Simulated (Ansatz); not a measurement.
**C₃H₈Cl₂FHfN: how energies converge with the basis set**

An exercise on one series of results from a longer session: the logs are not shown, and one member is left open.

Computed with Ansatz 0.2.0, Gaussian basis. Level: one geometry, several basis sets.

The runs, in order: PBE0-D4/def2-SVP; ωB97M-V/def2-SVP; PBE0-D4/def2-QZVPP; ωB97M-V/def2-QZVPP; the functionals' def2-TZVPP values are taken from earlier runs.

1 further run of the same task is left out (for a known fault of the program).

### The geometry

An earlier PBE0-D4 in a triple-zeta def2 set relaxation fixed the geometry. Hf takes the def2 core potential; no spin-orbit term is included.

SMILES `CC(C)[NH][Hf]([F])([Cl])[Cl]`, 16 atoms, charge 0, spin multiplicity 1.

Atoms are counted from 1 here; the program's logs count them from 0.

Bond lengths: C1–C2 1.520 Å, C1–H9 1.093 Å, C1–H10 1.093 Å, C1–H11 1.093 Å, C2–C3 1.519 Å, C2–N4 1.459 Å, C2–H12 1.099 Å, C3–H13 1.095 Å, C3–H14 1.091 Å, C3–H15 1.095 Å, N4–Hf5 1.999 Å, N4–H16 1.015 Å, Hf5–F6 1.901 Å, Hf5–Cl7 2.356 Å, Hf5–Cl8 2.346 Å. Angles: C2–C1–H9 110.8°, C2–C1–H10 110.3°, C2–C1–H11 111.1°, H9–C1–H10 108.5°, H9–C1–H11 107.9°, H10–C1–H11 108.1°, C1–C2–C3 111.4°, C1–C2–N4 111.2°, C1–C2–H12 108.4°, C3–C2–N4 109.6°, C3–C2–H12 107.9°, N4–C2–H12 108.3°, C2–C3–H13 111.3°, C2–C3–H14 110.7°, C2–C3–H15 111.0°, H13–C3–H14 107.3°, H13–C3–H15 108.9°, H14–C3–H15 107.5° and more.

Set-up of the first run:

in.yaml reads:

```yaml
crystal:
  periodic: [false, false, false]
  atoms:
    - {symbol: C, position_ang: [-1.002388, -1.648639, 0.591515]}
    - {symbol: C, position_ang: [0.226474, -0.872855, 0.145302]}
    - {symbol: C, position_ang: [0.775139, -0.009387, 1.267574]}
    - {symbol: N, position_ang: [-0.068503, -0.038969, -1.014578]}
    - {symbol: Hf, position_ang: [0.071975, 1.934629, -1.299371]}
    - {symbol: F, position_ang: [-0.681026, 2.839597, 0.193829]}
    - {symbol: Cl, position_ang: [2.346201, 2.527823, -1.456518]}
    - {symbol: Cl, position_ang: [-1.078009, 2.374786, -3.296662]}
    - {symbol: H, position_ang: [-0.762545, -2.307875, 1.429557]}
    - {symbol: H, position_ang: [-1.791924, -0.961269, 0.906261]}
    - {symbol: H, position_ang: [-1.393934, -2.266943, -0.220256]}
    - {symbol: H, position_ang: [1.006684, -1.593229, -0.137954]}
    - {symbol: H, position_ang: [1.676584, 0.526721, 0.952963]}
    - {symbol: H, position_ang: [1.046812, -0.622271, 2.128443]}
    - {symbol: H, position_ang: [0.028676, 0.717458, 1.603419]}
    - {symbol: H, position_ang: [-0.400227, -0.599567, -1.793532]}
basis:
  gaussian: {orbitals: def2-SVP}
hamiltonian: {xc: pbe0, dispersion: d4}
output: {orbitals: {seedname: orbitals}}
```

Launch:

```console
$ ansatz run in.yaml --threads 2 --pin off --events-out ev --progress --plain --max-ram 20480MiB --backend cpu
```

Steps of the session up to this table: PBE0-D4 in def2-SVP; ωB97M-V in def2-SVP; PBE0-D4 in def2-QZVPP; ωB97M-V in def2-QZVPP.

One table of the session follows, with a row left open; its other results are not shown here.

It belongs to the step «Density functionals: the series». 

```
functional       basis  HOMO (eV)
   PBE0-D4    def2-SVP      -7.53
   PBE0-D4  def2-TZVPP      -7.53
   PBE0-D4  def2-QZVPP      -7.55
   ωB97M-V    def2-SVP      -9.79
   ωB97M-V  def2-TZVPP      -9.82
   ωB97M-V  def2-QZVPP          ?
```

Q: Estimate the row for ωB97M-V, def2-QZVPP from the others.

As computed: HOMO (eV): -9.84. In the column «HOMO (eV)» it is the lowest.
